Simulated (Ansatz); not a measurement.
# AgPd5 (Pd (100), 6 layers): how the settings move a single-point run

Aim: see which settings change the result for AgPd5 (Pd (100), 6 layers), by how much, and at what cost.

Method: reference: DFT, PBE, PAW with Ansatz's default frozen-core files, scalar-relativistic, in Ansatz 0.2.0.

## 1. The system as given

The structure is tetragonal, space group P4mm (No. 99). The conventional cell has a = 2.789 Å, b = 2.789 Å, c = 25.860 Å, α = 90.00°, β = 90.00°, γ = 90.00°. Ag (site symmetry 4mm) is surrounded by 4 Pd at 2.77 Å and 4 Ag at 2.79 Å. Pd (site symmetry 4mm) has 4 Ag at 2.77 Å and 8 Pd at 2.78 to 2.79 Å as nearest neighbours. Around Pd (site symmetry 4mm) lie 12 Pd at 2.78 to 2.79 Å. Pd (site symmetry 4mm) has 12 Pd at 2.77 to 2.79 Å as nearest neighbours. Pd (site symmetry 4mm) is surrounded by 8 Pd at 2.77 to 2.79 Å.

Coordinates:

```cif
data_structure
_symmetry_space_group_name_H-M 'P4mm'
_symmetry_Int_Tables_number 99
_cell_length_a 2.7889
_cell_length_b 2.7889
_cell_length_c 25.8601
_cell_angle_alpha 90.000
_cell_angle_beta 90.000
_cell_angle_gamma 90.000
_cell_volume 201.13
loop_
_atom_site_label
_atom_site_type_symbol
_atom_site_symmetry_multiplicity
_atom_site_Wyckoff_symbol
_atom_site_fract_x
_atom_site_fract_y
_atom_site_fract_z
_atom_site_occupancy
Ag1 Ag 1 a 0.00000 0.00000 0.31114 1
Pd1 Pd 1 b 0.50000 0.50000 0.38624 1
Pd2 Pd 1 a 0.00000 0.00000 0.46201 1
Pd3 Pd 1 b 0.50000 0.50000 0.53799 1
Pd4 Pd 1 a 0.00000 0.00000 0.61376 1
Pd5 Pd 1 b 0.50000 0.50000 0.68886 1
```

## 2. The reference run

Input file input.yaml:

```yaml
crystal:
  lattice:
    - [2.7888697454, 0.0, 0.0]
    - [0.0, 2.7888697454, 0.0]
    - [0.0, 0.0, 25.8601]
  atoms:
    - { symbol: Ag, position: [0.25, 0.25, 0.3111362151] }
    - { symbol: Pd, position: [0.75, 0.75, 0.3862405378] }
    - { symbol: Pd, position: [0.25, 0.25, 0.4620065534] }
    - { symbol: Pd, position: [0.75, 0.75, 0.5379934446] }
    - { symbol: Pd, position: [0.25, 0.25, 0.6137594613] }
    - { symbol: Pd, position: [0.75, 0.75, 0.6888637878] }
kpoints:
  mp_grid: { grid: [12, 12, 1] }
scf:
  occupations: { method: fermi_dirac, width: 0.05 }
hamiltonian:
  xc: pbe
  pseudopotentials: { kind: paw }
output:
  forces: true
  stress: true
  eigenvalues: true
efield:
  axis: 3
  amplitude: 0
  dipole_correction: true
```

Started as:

```sh
> ansatz run input.yaml --threads 2 --pin off --max-ram 4096MiB --backend cpu --events-out ev --progress --plain --runs-dir out
```

## 3. Changed: occupations.method cold, occupations.width 0.01

Changes to input.yaml since step 2:

```diff
@@ -15,3 +15,3 @@
 scf:
-  occupations: { method: fermi_dirac, width: 0.05 }
+  occupations: { method: cold, width: 0.01 }
 hamiltonian:
@@ -23,2 +23,6 @@
   eigenvalues: true
+  write_density: true
+  write_potential: true
+  elf: true
+  volumetric_format: npy
 efield:
```

**Question.** What will these runs give? Wanted: for each run, ending; energy change; gap; force.

The runs gave:

| run | ending | energy change | gap (eV) | force (eV/Å) | cycles | time |
| --- | --- | --- | --- | --- | --- | --- |
| reference | converged | 0 | 0.00 | 0.56 | 11 | 8.2 s |
| 1: occupations.method cold, occupations.width 0.01 | converged | +0.7 meV/atom (σ→0) | 0.00 | 0.57 | 18 | 13 s |

Times don't compare one to one where runs were asked for different outputs or read a saved state (see the inputs); cycles may leave out searches for a lower state.

Residual by cycle in the longest SCF loop of each run; runs are numbered as in the table. The quantity is the density residual dr2, in eV.

| cycle | reference | run 1 |
| --- | --- | --- |
| 1 | 1.79 | 1.98 |
| 3 | 0.0965 | 0.452 |
| 4 | 0.00548 | 0.0841 |
| 6 | 2.1e-4 | 0.0114 |
| 7 | 4.9e-5 | 0.00701 |
| 9 | 3.2e-7 | 9.7e-4 |
| 10 | 1.3e-7 | 6.1e-4 |
| 12 | - | 3.6e-5 |
| 13 | - | 2.1e-5 |
| 15 | - | 3.8e-6 |
| 16 | - | 1.0e-6 |
| 18 | - | 7.7e-8 |

**Reading.** Changing the smearing moves the energy by +0.7 meV/atom (σ→0 values).
